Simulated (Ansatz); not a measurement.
# AlGeH₄NO: small, medium and large basis sets

How large a basis does AlGeH₄NO need? Two functionals are run in growing sets.

Computed with Ansatz 0.2.0, Gaussian basis. Level: one geometry, several basis sets.

Levels to be run: PBE0-D4/def2-SVP; ωB97M-V/def2-SVP; PBE0-D4/def2-QZVPP; ωB97M-V/def2-QZVPP; the functionals' def2-TZVPP values are taken from earlier runs.

### Step 1. The geometry

An earlier PBE0-D4 in a triple-zeta def2 set relaxation fixed the geometry.

SMILES `[OH][GeH]1[NH][AlH]1`, 8 atoms, charge 0, spin multiplicity 1.

Atoms are counted from 1 here; the program's logs count them from 0.

Bond lengths: O1–Ge2 1.790 Å, O1–H5 0.960 Å, Ge2–N3 1.903 Å, Ge2–Al4 2.363 Å, Ge2–H6 1.541 Å, N3–Al4 1.755 Å, N3–H7 1.009 Å, Al4–H8 1.580 Å. Angles: Ge2–O1–H5 111.8°, O1–Ge2–N3 113.2°, O1–Ge2–Al4 127.0°, O1–Ge2–H6 100.2°, N3–Ge2–Al4 47.1°, N3–Ge2–H6 114.1°, Al4–Ge2–H6 132.5°, Ge2–N3–Al4 80.4°, Ge2–N3–H7 130.3°, Al4–N3–H7 149.3°, Ge2–Al4–N3 52.6°, Ge2–Al4–H8 167.0°, N3–Al4–H8 140.3°.

### Step 2. PBE0-D4 in def2-SVP

The input, in.yaml:

```yaml
crystal:
  periodic: [false, false, false]
  atoms:
    - {symbol: O, position_ang: [-1.914523, 0.239860, 0.981443]}
    - {symbol: Ge, position_ang: [-0.826685, -0.080202, -0.403951]}
    - {symbol: N, position_ang: [0.905097, 0.679781, -0.188054]}
    - {symbol: Al, position_ang: [1.342571, -1.014661, -0.324776]}
    - {symbol: H, position_ang: [-1.566883, -0.121990, 1.799568]}
    - {symbol: H, position_ang: [-1.650683, 0.545239, -1.546623]}
    - {symbol: H, position_ang: [1.187634, 1.644258, -0.094580]}
    - {symbol: H, position_ang: [2.615570, -1.949487, -0.278827]}
basis:
  gaussian: {orbitals: def2-SVP}
hamiltonian: {xc: pbe0, dispersion: d4}
output: {orbitals: {seedname: orbitals}}
```

Run with:

```sh
$ ansatz run in.yaml --threads 2 --pin off --events-out ev --progress --plain --max-ram 4352MiB
```

Further steps of the session: ωB97M-V in def2-SVP; PBE0-D4 in def2-QZVPP; ωB97M-V in def2-QZVPP.

**Question.** What will the summary of the whole plan be? Wanted: PBE0-D4: double and triple zeta above quadruple; ωB97M-V: double and triple zeta above quadruple.

As calculated:

```
                                       quantity           value
PBE0-D4: double and triple zeta above quadruple  15.65, 1.65 eV
ωB97M-V: double and triple zeta above quadruple  15.67, 1.59 eV
```

What this shows: PBE0-D4 gains 14.00 eV from double to triple zeta, then 1.65 eV more. Total energies overstate the basis error of differences, where much of it tends to cancel. The LUMO of ωB97M-V is positive and keeps falling with the basis (0.70 to 0.13 eV): an unbound level that the basis holds in place.
